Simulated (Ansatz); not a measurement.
# ReI4: the cost of one run

Program: Ansatz 0.2.0. Level of theory: DFT PBE, scalar-relativistic, plane waves, PAW, unless a step names another level. These are calculated values, not measurements.

6 further runs of the same task are left out: 2 that didn't finish, 4 set aside as unsound or not needed.

## Step 1: Plan

Pauling electronegativities: Re 1.90, I 2.66 (spread 0.76). The formula balances with common oxidation states: Re +4, I -1, a formal count that means little at so small a spread. Tabulated atomic sizes suggest about 38 Å³/atom. 25 candidates were drawn, by swapping species into database cells of other compounds, at random by space group and Wyckoff sites, or by hand, as the table says:

| name | made from | space group no. | Wyckoff sites | atoms (primitive cell) | V (Å³/atom) |
| --- | --- | --- | --- | --- | --- |
| c01 | random | 65 | Re 2c; I 4k, 4g | 5 | 39.4 |
| c02 | random | 139 | Re 2b; I 8h | 5 | 46.9 |
| c03 | random | 47 | Re 1g; I 4w | 5 | 44.6 |
| c04 | random | 191 | Re 1b; I 4h | 5 | 48.8 |
| c05 | database cell of OsCl4 | 65 | Re 2a; I 4j, 4g | 5 | 36.0 |
| c06 | random | 99 | Re 1a; I 4f | 5 | 40.7 |
| c07 | database cell of FeCl4 | 65 | Re 2c; I 4j, 4g | 5 | 38.9 |
| c08 | database cell of SnF4 | 139 | Re 2a; I 4e, 4c | 5 | 34.5 |
| c09 | random | 191 | Re 1b; I 3f, 1a | 5 | 37.9 |
| c10 | database cell of Ni4Mo | 87 | Re 2a; I 8h | 5 | 39.8 |
| c11 | database cell of SiF4 | 217 | Re 2a; I 8c | 5 | 47.6 |
| c12 | random | 65 | Re 2c; I 4i, 4h | 5 | 37.9 |
| c13 | random | 191 | Re 1a; I 4h | 5 | 40.1 |
| c14 | random | 166 | Re 3a; I 9d, 3b | 5 | 40.1 |
| c15 | database cell of Hg4Pt | 229 | Re 2a; I 8c | 5 | 38.1 |
| c16 | database cell of SO4 | 216 | Re 4a; I 16e | 5 | 53.0 |
| c17 | random | 123 | Re 1a; I 2f, 2g | 5 | 47.3 |
| c18 | random | 216 | Re 4c; I 16e | 5 | 39.0 |
| c19 | database cell of Mn4N | 221 | Re 1a; I 1b, 3c | 5 | 37.1 |
| c20 | random | 183 | Re 1a; I 3c, 1a | 5 | 42.7 |
| c21 | database cell of PtPb4 | 125 | Re 2a; I 8m | 10 | 37.7 |
| c22 | random | 187 | Re 1b; I 2i, 2g | 5 | 47.3 |
| c23 | random | 160 | Re 3a; I 9b, 3a | 5 | 37.9 |
| c24 | database cell of CrB4 | 71 | Re 2a; I 8l | 5 | 35.0 |
| c25 | database cell of SnI4 | 215 | Re 1a; I 4e | 5 | 48.8 |

## Step 2: Screening run of c05

The input, input.yaml:

```yaml
crystal:
  lattice:
    - [4.56986013, -4.79867031, 0.0]
    - [4.56986013, 4.79867031, 0.0]
    - [0.0, 0.0, 4.10359491]
  atoms:
    - { symbol: Re, position: [0.0, 0.0, 0.0], spin: 1.0 }
    - { symbol: I, position: [0.81059999, 0.18940001, 0.5] }
    - { symbol: I, position: [0.18940001, 0.81059999, 0.5] }
    - { symbol: I, position: [0.2852, 0.2852, 0.0] }
    - { symbol: I, position: [0.7148, 0.7148, 0.0] }
basis:
  ecutwfc: 420
kpoints:
  mp_grid: { grid: [2, 2, 3] }
hamiltonian:
  xc: pbe
scf:
  occupations: { method: gaussian, width: 0.15 }
  lower_state_search: "off"
output:
  forces: true
  stress: true
  eigenvalues: true
  populations: true
magnetization:
  spin_polarized: true
relax:
  adjacent_minimum: "off"
  f_tol: 0.08
  max_steps: 16
  cell: { stress_tol: 0.8 }
```

Command:

```bash
> ansatz run input.yaml --threads 1 --pin off --max-ram 2560MiB --backend cpu --events-out ev --progress --plain --runs-dir out
```

What time and memory should one allow on 1 thread of Intel Xeon Platinum 8375C at 2.90GHz (Ice Lake), shared host?

About 53 s, with a peak of 0.58 GiB.
